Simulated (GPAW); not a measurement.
Co3Ir:

```
CELL_PARAMETERS angstrom
3.58256 0.00000 0.00000
0.00000 3.58256 0.00000
0.00000 0.00000 3.58256
ATOMIC_POSITIONS crystal
Ir 0.00000 0.00000 0.00000
Co 0.50000 0.50000 0.00000
Co 0.50000 0.00000 0.50000
Co 0.00000 0.50000 0.50000
```

The cell comes from a database or a generator and needn't be the stable form of this composition.

- Program: GPAW 26.7.0
- Task: relaxation of cell and atoms
- Functional: PBEsol
- Dispersion: D3(BJ)
- Potentials or basis: PAW data sets generated in the run's folder for this functional
- Cutoff: 600 eV
- Basis: pw
- k mesh: 6 × 6 × 6
- Occupations: fermi-dirac, width 0.05 eV
- Spin: collinear spin, ferromagnetic start
- Starting moments: [0.6, 2.0, 2.0, 2.0] μB

At the start: pressure -12.7 GPa; volume 11.50 Å³/atom.

Q: Where does the relaxation end?

A: Over 4 steps the energy falls by 20.9 meV/atom and the volume is 10.95 Å³/atom (-4.8 %); space group Pm-3m (No. 221, to 0.05 Å); moment 3.36 μB per cell.

The path:
| step | energy change (eV) | largest force (eV/Å) | pressure (GPa) | volume (Å³) |
| --- | --- | --- | --- | --- |
| 1 | 0.0000 | 0.0000 | -12.67 | 45.98 |
| 2 | -0.0311 | 0.0000 | -10.62 | 45.54 |
| 3 | -0.0783 | 0.0000 | 2.39 | 43.41 |
| 4 | -0.0836 | 0.0000 | -0.20 | 43.78 |

Final structure:
```xyz
4
Lattice="3.5245 0.0000 0.0000 0.0000 3.5245 0.0000 0.0000 0.0000 3.5245" Properties=species:S:1:pos:R:3 pbc="T T T"
Ir    0.0000    0.0000    0.0000
Co    1.7623    1.7623    0.0000
Co    1.7623    0.0000    1.7623
Co    0.0000    1.7623    1.7623
```

Caveat: each step starts from the last one's moments, so a moment once lost doesn't come back; later steps reuse the first step's grids; pairwise dispersion overbinds metals, which lowers pressure and volume.
